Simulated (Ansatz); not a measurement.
# CH3BFN: vertical ionisation energy

How much energy removes an electron from CH3BFN at fixed geometry? The cation is run at each level and the neutral's energy taken from earlier runs.

Computed with Ansatz 0.2.0, Gaussian basis. Level: unrestricted cation, the program's frozen cores in correlated methods.

Levels to be run: UKS PBE-D4/def2-TZVPP; UKS r2SCAN-D4/def2-TZVPP; UKS PBE0-D4/def2-TZVPP; UKS B3LYP-D4/def2-TZVPP; UKS wB97X-V/def2-TZVPP; UKS wB97M-V/def2-TZVPP; UKS B2PLYP/def2-TZVPP; UHF-CCSD(T)/def2-TZVPP; UHF-MP2/def2-QZVPP; extrapolation to the limit; then −ε(HOMO) from the neutral's earlier runs with LDA (SPW92), PBE-D4, revPBE-D4, BLYP-D4, r2SCAN-D4, B97M-V, PBE0-D4, B3LYP-D4, r2SCANh-D4, r2SCAN0-D4, HSE06-D4, BHLYP-D4, CAM-B3LYP-D4, LC-ωPBE, ωB97X-V, ωB97M-V.

**1. The relaxed structure**

All runs share one geometry, relaxed beforehand with PBE0-D4 in a triple-zeta def2 set.

SMILES `BN=CF`, 7 atoms, charge 0, spin multiplicity 1.

Atoms are counted from 1 here; the program's logs count them from 0.

Bond lengths: B1–N2 1.364 Å, B1–H5 1.196 Å, B1–H6 1.196 Å, N2–C3 1.223 Å, C3–F4 1.339 Å, C3–H7 1.088 Å. Angles: N2–B1–H5 118.7°, N2–B1–H6 118.8°, H5–B1–H6 122.5°, B1–N2–C3 178.6°, N2–C3–F4 122.5°, N2–C3–H7 126.7°, F4–C3–H7 110.8°.

**2. Cation, UKS PBE-D4/def2-TZVPP**

in.yaml reads:

```yaml
crystal:
  periodic: [false, false, false]
  atoms:
    - {symbol: B, position_ang: [-0.480509, 1.089814, 0.570995]}
    - {symbol: N, position_ang: [0.018623, -0.008609, -0.066170]}
    - {symbol: C, position_ang: [0.466851, -1.006940, -0.611614]}
    - {symbol: F, position_ang: [0.739970, -2.132138, 0.060493]}
    - {symbol: H, position_ang: [0.284416, 1.897205, 1.009758]}
    - {symbol: H, position_ang: [-1.666268, 1.214316, 0.659632]}
    - {symbol: H, position_ang: [0.698116, -1.121749, -1.668994]}
basis:
  gaussian: {orbitals: def2-TZVPP}
total_charge: 1
magnetization: {spin_polarized: true, initial_magnetization: 1}
hamiltonian: {xc: pbe, dispersion: d4}
```

Started as:

```sh
$ ansatz run in.yaml --threads 2 --pin off --events-out ev --progress --plain --max-ram 4352MiB
```

The runs that follow: Cation, UKS r2SCAN-D4/def2-TZVPP; Cation, UKS PBE0-D4/def2-TZVPP; Cation, UKS B3LYP-D4/def2-TZVPP; Cation, UKS wB97X-V/def2-TZVPP; Cation, UKS wB97M-V/def2-TZVPP; Cation, UKS B2PLYP (frozen core)/def2-TZVPP; Cation, UHF-CCSD(T)/def2-TZVPP; Cation, UHF-MP2/def2-QZVPP.

Before running them: what should the planned runs give, taken together? Wanted: ionisation energy, CCSD(T)/CBS; nearest functional by difference; nearest −ε(HOMO); −ε(HOMO) of PBE; T1 of the cation.

As calculated:

| quantity | value |
| --- | --- |
| ionisation energy, CCSD(T)/CBS | 11.57 eV |
| nearest functional by difference | B2PLYP (-0.17 eV) |
| nearest −ε(HOMO) | LC-ωPBE (-0.24 eV) |
| −ε(HOMO) of PBE | 7.29 eV |
| T1 of the cation | 0.022 |

In words: Energy differences with functionals land within 0.86 eV of the reference. The PBE orbital energy is 4.3 eV too small: a semilocal HOMO is no ionisation energy. Among orbital estimates LC-ωPBE comes nearest. Hartree-Fock falls 1.67 eV short, as the neutral has more correlation energy than the cation.
